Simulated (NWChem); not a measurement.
**AlClF2 (SMILES [F][Al]([F])[Cl]): B3LYP/def2-SVPD**

What is the vertical singlet–triplet gap of AlClF2 at B3LYP/def2-SVPD? 

Program for the calculation: NWChem 7.3.0.

5 further runs of the same task are left out: 1 that didn't finish, 4 set aside as unsound or not needed. Runs told in other sessions of the task aren't counted.

### Step 1. The molecule

AlClF2 has 4 atoms, charge 0, and is taken as a singlet. SMILES: `[F][Al]([F])[Cl]`. The shape is that of a PBE0-D4/def2-TZVP optimisation.

Bond lengths: F1–Al2 1.631 Å, Al2–F3 1.631 Å, Al2–Cl4 2.061 Å. Angles: F1–Al2–F3 119.0°, F1–Al2–Cl4 120.5°, F3–Al2–Cl4 120.5°.

### Step 2. Energy and gradient at B3LYP/def2-SVPD

a.xyz

```xyz
4
AlClF2
F      0.997200     0.721760     1.149640
Al     0.069280    -0.050750     0.053570
F      0.273490    -1.653820    -0.164660
Cl    -1.339980     0.982810    -1.038560
```

run.py

```python
from ase.io import read
from ase.calculators.nwchem import NWChem

atoms = read('a.xyz')

calc = NWChem(
    label='a',
    theory='dft',
    memory='2200 mb',
    basis='def2-SVPD',
    basispar='spherical bse',
    dft={'xc': 'b3lyp', 'mult': '1', 'grid': 'fine', 'convergence': 'energy 1e-08', 'iterations': '100', 'mulliken': None, 'print': 'low'},
)
atoms.calc = calc

forces = atoms.get_forces()
e = atoms.get_potential_energy()
print(f"E = {e:.6f} eV")
print("forces (eV/A):")
for s, f in zip(atoms.symbols, forces):
    print(f"{s:2s} {f[0]:10.5f} {f[1]:10.5f} {f[2]:10.5f}")
```

Run with:

```
$ export ASE_NWCHEM_COMMAND="nwchem PREFIX.nwi > PREFIX.nwo"
$ python run.py
```

The program printed:

```text
E = -24550.505409 eV
forces (eV/A):
F     0.57243    0.47164    0.67455
Al   -0.39225    0.28755   -0.30339
F     0.12856   -0.98571   -0.13169
Cl   -0.30869    0.22657   -0.23947
```

The calculator wrote a.nwi:

```
title "a"

permanent_dir a

scratch_dir a

start a

geometry units angstrom nocenter noautosym noautoz
  F  9.9719999999999998e-01 7.2175999999999996e-01 1.1496400000000000e+00
  Al 6.9279999999999994e-02 -5.0750000000000003e-02 5.3570000000000000e-02
  F  2.7349000000000001e-01 -1.6538200000000001e+00 -1.6466000000000000e-01
  Cl -1.3399799999999999e+00 9.8280999999999996e-01 -1.0385599999999999e+00
end

memory 2200 mb

basis spherical bse noprint
   * library def2-SVPD
end

dft
  xc b3lyp
  mult 1
  grid fine
  convergence energy 1e-08
  iterations 100
  mulliken
  print low
end

task dft gradient
```

a.nwo, cut to the lines that bear on the results:

```text
[...]
         Total DFT energy =     -902.214440194622
      One electron energy =    -1646.056612079174
           Coulomb energy =      613.475271021434
    Exchange-Corr. energy =      -67.981048674405
 Nuclear repulsion energy =      198.347949537523
[... 5 lines left out ...]
     ---------------------------------------------
      Total Density - Mulliken Population Analysis
     ---------------------------------------------
    Atom       Charge   Shell Charges
 -----------   ------   -------------------------------------------------------
    1 F    9     9.60   1.99  1.13  0.79  0.04  3.35  2.02  0.25  0.00  0.02
    2 Al  13    11.29   2.00  1.98  0.48 -0.13  0.02  5.92  0.72 -0.04  0.39 -0.04
    3 F    9     9.60   1.99  1.13  0.79  0.04  3.35  2.02  0.25  0.00  0.02
    4 Cl  17    17.51   2.00  1.98  1.29  0.64  0.08  5.93  2.17  3.11  0.26  0.01  0.02
[...]
                         DFT ENERGY GRADIENTS
    atom               coordinates                        gradient
                 x          y          z           x          y          z
   1 F       1.884435   1.363929   2.172505   -0.011132  -0.009172  -0.013118
   2 Al      0.130920  -0.095904   0.101233    0.007628  -0.005592   0.005900
   3 F       0.516821  -3.125267  -0.311162   -0.002500   0.019169   0.002561
   4 Cl     -2.532195   1.857242  -1.962594    0.006003  -0.004406   0.004657
 Task  times  cpu:        8.6s     wall:        8.6s
 Total times  cpu:        8.6s     wall:        8.6s
```

Run time: 9.6 s. Hardware: 1 thread of AMD EPYC 9B45 (Zen 5), shared host; peak memory 0.12 GiB.

### Step 3. The triplet: the energy at UB3LYP/def2-SVPD

calc.nw

```
start calc
title "AlClF2 B3LYP"
memory stack 880 mb heap 220 mb global 1100 mb

geometry units angstroms noautosym nocenter noautoz
  F     0.997200    0.721760    1.149640
  Al    0.069280   -0.050750    0.053570
  F     0.273490   -1.653820   -0.164660
  Cl   -1.339980    0.982810   -1.038560
end

basis spherical bse
  * library def2-SVPD
end

dft
  xc b3lyp
  mult 3
  grid fine
  convergence energy 1e-08
  iterations 100
  mulliken
end

task dft energy
```

Run with:

```
$ nwchem calc.nw > calc.out
```

The program printed:

```text
[...]
          Wavefunction type:  spin polarized.
          No. of atoms     :     4
          No. of electrons :    48
[...]
          Charge           :     0
          Spin multiplicity:     3
[...]
          AO basis - number of functions:    97
[...]
              XC Information
              --------------
                         B3LYP Method XC Potential
                     Hartree-Fock (Exact) Exchange  0.200
                        Slater Exchange Functional  0.800 local
                    Becke 1988 Exchange Functional  0.720 non-local
              Lee-Yang-Parr Correlation Functional  0.810
                  VWN I RPA Correlation Functional  0.190 local
[...]
 d= 0,ls=0.0,diis     1   -901.7876536071 -1.10D+03  1.65D-02  3.22D-01     1.2
[...]
 d= 0,ls=0.5,diis    67   -901.9564072283 -9.57D-09  2.59D-07  5.07D-08    67.6
[...]
         Total DFT energy =     -901.956407234871
      One electron energy =    -1644.456367771204
           Coulomb energy =      612.019638163722
    Exchange-Corr. energy =      -67.867627164912
 Nuclear repulsion energy =      198.347949537523
[...]
      Total Density - Mulliken Population Analysis
     ---------------------------------------------
    Atom       Charge   Shell Charges
 -----------   ------   -------------------------------------------------------
    1 F    9     9.47   1.99  1.14  0.78 -0.01  3.33  1.98  0.23  0.00  0.02
    2 Al  13    12.12   2.00  1.98  0.66  0.46  0.20  5.92  0.64 -0.09  0.40 -0.03
    3 F    9     9.47   1.99  1.14  0.78 -0.01  3.33  1.98  0.23  0.00  0.02
    4 Cl  17    16.93   2.00  1.98  1.37  0.57  0.03  5.93  2.12  2.75  0.14  0.01  0.03
[...]
      <S2> =      2.0040 (Exact =     2.0000)
[...]
```

Wall time 69 s (1 thread of AMD EPYC 9B45 (Zen 5), shared host); peak memory 0.11 GiB.

### Step 4. Outcome

At B3LYP/def2-SVPD:

| quantity | value |
| --- | --- |
| singlet: total energy | -902.21444 Eh |
| singlet: largest force on an atom | 1.003 eV/Å |
| triplet: total energy | -901.95641 Eh |
| triplet: dipole moment | 3.79 D |
| triplet: HOMO energy (highest over α and β) | -3.66 eV |
| triplet: ⟨S²⟩ | 2.004 |
| vertical energy of the triplet above the singlet | 7.021 eV |

What this shows: At this shape the triplet lies 7.02 eV (162 kcal/mol) above the singlet. The largest force (singlet) is 1.00 eV/Å: the shape isn't a stationary point for this species at this level. Mulliken charges (singlet) run from -0.60 on F1 to +1.71 on Al2; in a basis this large or diffuse they mean little.
